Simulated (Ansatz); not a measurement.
# CH10S2Si3: the cost of one run

Program: Ansatz 0.2.0. Level of theory: RKS r2SCAN/6-31G. These are calculated values, not measurements.

## 1. Starting point

Bond lengths (14 of 15 bonds, heavy atoms first): Si1–C2 1.837 Å, C2–Si3 1.806 Å, Si3–S4 2.211 Å, Si3–S5 2.132 Å, S5–Si6 2.158 Å, Si1–H7 1.434 Å, Si1–H8 1.469 Å, Si1–H9 1.500 Å, C2–H10 1.099 Å, C2–H11 1.111 Å, Si3–H12 1.522 Å, S4–H13 1.347 Å, Si6–H14 1.484 Å, Si6–H15 1.455 Å. Angles (14 of 26 angles, heavy atoms first): Si1–C2–Si3 109.8°, C2–Si3–S4 113.9°, C2–Si3–S5 116.5°, S4–Si3–S5 106.7°, Si3–S5–Si6 95.6°, Si1–C2–H10 113.0°, Si1–C2–H11 109.3°, Si3–C2–H10 109.8°, Si3–C2–H11 110.6°, C2–Si1–H7 114.8°, C2–Si1–H8 106.9°, C2–Si1–H9 108.4°, C2–Si3–H12 109.2°, S4–Si3–H12 101.4°.

Coordinates:

```xyz
16

Si   -1.1905   -1.8060   -0.9492
C    -0.7797   -0.8498    0.5644
Si    0.8885   -0.1711    0.4251
S     2.4764   -1.7077    0.3529
S     1.2427    1.1533   -1.2080
Si    0.2943    2.8652   -0.2981
H    -0.3126   -2.9068   -1.2214
H    -2.5626   -2.3032   -0.7803
H    -1.3060   -0.8484   -2.0982
H    -1.4952   -0.0417    0.7690
H    -0.8593   -1.5150    1.4513
H     1.2393    0.5656    1.7099
H     2.1444   -2.1816    1.5698
H     1.0105    3.2574    0.9414
H     0.2781    3.9541   -1.2632
H    -1.0911    2.5133    0.0787
```

## 2. End point A

input.yaml reads:

```yaml
crystal:
  periodic: [false, false, false]
  atoms:
    - { symbol: Si, position_ang: [-1.1905, -1.806, -0.9492] }
    - { symbol: C, position_ang: [-0.7797, -0.8498, 0.5644] }
    - { symbol: Si, position_ang: [0.8885, -0.1711, 0.4251] }
    - { symbol: S, position_ang: [2.4764, -1.7077, 0.3529] }
    - { symbol: S, position_ang: [1.2427, 1.1533, -1.208] }
    - { symbol: Si, position_ang: [0.2943, 2.8652, -0.2981] }
    - { symbol: H, position_ang: [-0.3126, -2.9068, -1.2214] }
    - { symbol: H, position_ang: [-2.5626, -2.3032, -0.7803] }
    - { symbol: H, position_ang: [-1.306, -0.8484, -2.0982] }
    - { symbol: H, position_ang: [-1.4952, -0.0417, 0.769] }
    - { symbol: H, position_ang: [-0.8593, -1.515, 1.4513] }
    - { symbol: H, position_ang: [1.2393, 0.5656, 1.7099] }
    - { symbol: H, position_ang: [2.1444, -2.1816, 1.5698] }
    - { symbol: H, position_ang: [1.0105, 3.2574, 0.9414] }
    - { symbol: H, position_ang: [0.2781, 3.9541, -1.2632] }
    - { symbol: H, position_ang: [-1.0911, 2.5133, 0.0787] }
basis:
  gaussian: { orbitals: "6-31G" }
hamiltonian:
  xc: r2scan
relax:
  f_tol: 0.02
  max_steps: 50
output:
  orbitals: {}
```

Started as:

```console
$ ansatz run input.yaml --threads 2 --pin off --max-ram 3072MiB --backend cpu --events-out ev --progress --plain --runs-dir out
```

Q: Estimate wall time and peak memory on 2 threads of Arm Neoverse V1, shared host.

About 6.7 min, with a peak of 0.21 GiB.
